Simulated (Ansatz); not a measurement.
# FH3O3Ti: how energies converge with the basis set

Aim: see how fast density functionals converge with the basis set for FH3O3Ti.

Computed with Ansatz 0.2.0, Gaussian basis. Level: one geometry, several basis sets.

Levels to be run: PBE0-D4/def2-SVP; ωB97M-V/def2-SVP; PBE0-D4/def2-QZVPP; ωB97M-V/def2-QZVPP; the functionals' def2-TZVPP values are taken from earlier runs.

**1. The geometry**

An earlier PBE0-D4 in a triple-zeta def2 set relaxation fixed the geometry.

SMILES `[OH][Ti]([OH])([OH])[F]`, 8 atoms, charge 0, spin multiplicity 1.

Atoms are counted from 1 here; the program's logs count them from 0.

Bond lengths: O1–Ti2 1.788 Å, O1–H6 0.958 Å, Ti2–O3 1.793 Å, Ti2–O4 1.788 Å, Ti2–F5 1.768 Å, O3–H7 0.958 Å, O4–H8 0.957 Å. Angles: Ti2–O1–H6 133.5°, O1–Ti2–O3 108.7°, O1–Ti2–O4 110.7°, O1–Ti2–F5 109.4°, O3–Ti2–O4 109.5°, O3–Ti2–F5 110.4°, O4–Ti2–F5 108.3°, Ti2–O3–H7 130.4°, Ti2–O4–H8 133.9°.

**2. PBE0-D4 in def2-SVP**

in.yaml reads:

```yaml
crystal:
  periodic: [false, false, false]
  atoms:
    - {symbol: O, position_ang: [-1.050692, 1.092064, 0.726907]}
    - {symbol: Ti, position_ang: [0.157042, 0.169850, -0.215297]}
    - {symbol: O, position_ang: [1.652967, 0.019133, 0.761250]}
    - {symbol: O, position_ang: [-0.462689, -1.459931, -0.611926]}
    - {symbol: F, position_ang: [0.491831, 1.019329, -1.729645]}
    - {symbol: H, position_ang: [-1.681859, 1.776027, 0.500603]}
    - {symbol: H, position_ang: [2.239036, -0.728357, 0.887705]}
    - {symbol: H, position_ang: [-1.253436, -1.945115, -0.375297]}
basis:
  gaussian: {orbitals: def2-SVP}
hamiltonian: {xc: pbe0, dispersion: d4}
output: {orbitals: {seedname: orbitals}}
```

Launch:

```console
ansatz run in.yaml --threads 4 --pin off --events-out ev --progress --plain --max-ram 10444MiB
```

Further steps of the session: ωB97M-V in def2-SVP; PBE0-D4 in def2-QZVPP; ωB97M-V in def2-QZVPP.

**Question.** What will the summary of the whole plan be? Wanted: PBE0-D4: double and triple zeta above quadruple; ωB97M-V: double and triple zeta above quadruple.

As calculated:

| quantity | value |
| --- | --- |
| PBE0-D4: double and triple zeta above quadruple | 15.27, 0.94 eV |
| ωB97M-V: double and triple zeta above quadruple | 15.46, 0.88 eV |

In words: For PBE0-D4 the step from double to triple zeta gains 14.34 eV and the next only 0.94 eV. These are total energies; as a rule much of such shifts cancels in differences, which this series doesn't test.
